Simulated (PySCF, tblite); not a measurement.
# C₁₀H₁₁N: geometry, infrared bands and NMR shifts

Wanted: the infrared bands and NMR shifts of C₁₀H₁₁N (`C=C=C(C)n1cccc1C=C`), by calculation.

Computed with tblite 0.8.0 and PySCF 2.14.0, with density-fitted response routines of our own, on a single molecule in the gas phase. Atoms are numbered from 0 throughout.

**1. The molecule as given**

22 atoms, charge 0, multiplicity 1; geometry from: force field or distance geometry start.

Bonds of the start (Å): C0–C1 1.31, C1–C2 1.29, C2–C3 1.52, C2–N4 1.42, N4–C5 1.41, C5–C6 1.38, C6–C7 1.41, C7–C8 1.39, C8–C9 1.42, C9–C10 1.33, C8–N4 1.41, C0–H11 1.08, C0–H12 1.09, C3–H13 1.10, C3–H14 1.10, C3–H15 1.08, C5–H16 1.07, C6–H17 1.07, C7–H18 1.08, C9–H19 1.08, C10–H20 1.09, C10–H21 1.09.

**2. Optimising the geometry with GFN2-xTB**

What the job is given:

```
{"job": {"kind": "relax", "xc": "GFN2-xTB", "basis": "xTB"}, "charge": 0, "multiplicity": 1}
C     -1.456100    -1.653900     2.009700
C     -1.308300    -1.109900     0.828500
C     -1.195000    -0.579000    -0.344500
C     -2.338600    -0.723100    -1.340000
N     -0.092600     0.238300    -0.695400
C     -0.054700     1.029600    -1.857000
C      1.083600     1.807400    -1.876000
C      1.827500     1.468100    -0.726200
C      1.140100     0.469600    -0.042500
C      1.531000    -0.273500     1.102700
C      2.225700     0.295500     2.090000
H     -1.277400    -1.078800     2.911200
H     -1.797400    -2.678000     2.119400
H     -3.077300    -1.453900    -0.977800
H     -2.858900     0.231100    -1.480300
H     -1.974300    -1.097200    -2.283600
H     -0.862400     1.010100    -2.561400
H      1.348400     2.517500    -2.635900
H      2.789700     1.861700    -0.446600
H      1.307500    -1.330500     1.160900
H      2.489900     1.356200     2.093600
H      2.539400    -0.288000     2.950100
```

Started as:

```bash
> OMP_NUM_THREADS=1 python probes_run.py task.json out
```

One launch serves the whole session: the jobs run in the order shown.

**Question.** This job is followed by: GFN2-xTB harmonic vibrations, gas phase; GIAO PBE0/pcSseg-1 NMR shielding, non-relativistic, gas phase. Predict these results of the whole session: strongest single infrared mode (GFN2-xTB); zero-point energy (GFN2-xTB); 13C shifts against TMS (PBE0/pcSseg-1); 1H shifts against TMS (PBE0/pcSseg-1, means over atoms taken as alike); 15N shifts against NH3 (PBE0/pcSseg-1).

The runs gave:

| quantity | value |
| --- | --- |
| strongest single infrared mode (GFN2-xTB) | 1350 cm⁻¹, 92 km/mol |
| zero-point energy (GFN2-xTB) | 110.5 kcal/mol |
| 13C shifts against TMS (PBE0/pcSseg-1) | 219.6, 136.9, 134.0, 120.6, 117.0, 114.4, 112.8, 110.0, 87.9, 22.2 ppm |
| 1H shifts against TMS (PBE0/pcSseg-1, means over atoms taken as alike) | 6.89, 6.88, 6.61, 6.56, 5.77, 5.51, 5.21, 2.31 ppm |
| 15N shifts against NH3 (PBE0/pcSseg-1) | 191.1 ppm |

**Reading.** The optimisation took 147 steps and gained 0.889 eV; among the close pairs (by a distance rule), N4–C5 changed most, from 1.406 to 1.362 Å. All 60 modes are real, so the xTB geometry is a minimum. The strongest single mode, at 1350 cm⁻¹, is spread over several atoms, N4, C7, C6, C2 among them. Unscaled tight-binding wavenumbers are off by several per cent, some by more. Its intensities can rank the bands wrongly. The most deshielded carbon is C1 (central carbon of an allene), at 219.6 ppm: the central sp carbon of an allene is among the most deshielded carbons of hydrocarbons. At PBE0/pcSseg-1: Shielding is most anisotropic at C9 (span 229 ppm, paramagnetic term -202 ppm). NICS(1)zz of -26 ppm above the planar ring from N4 marks a diatropic (aromatic) ring current.
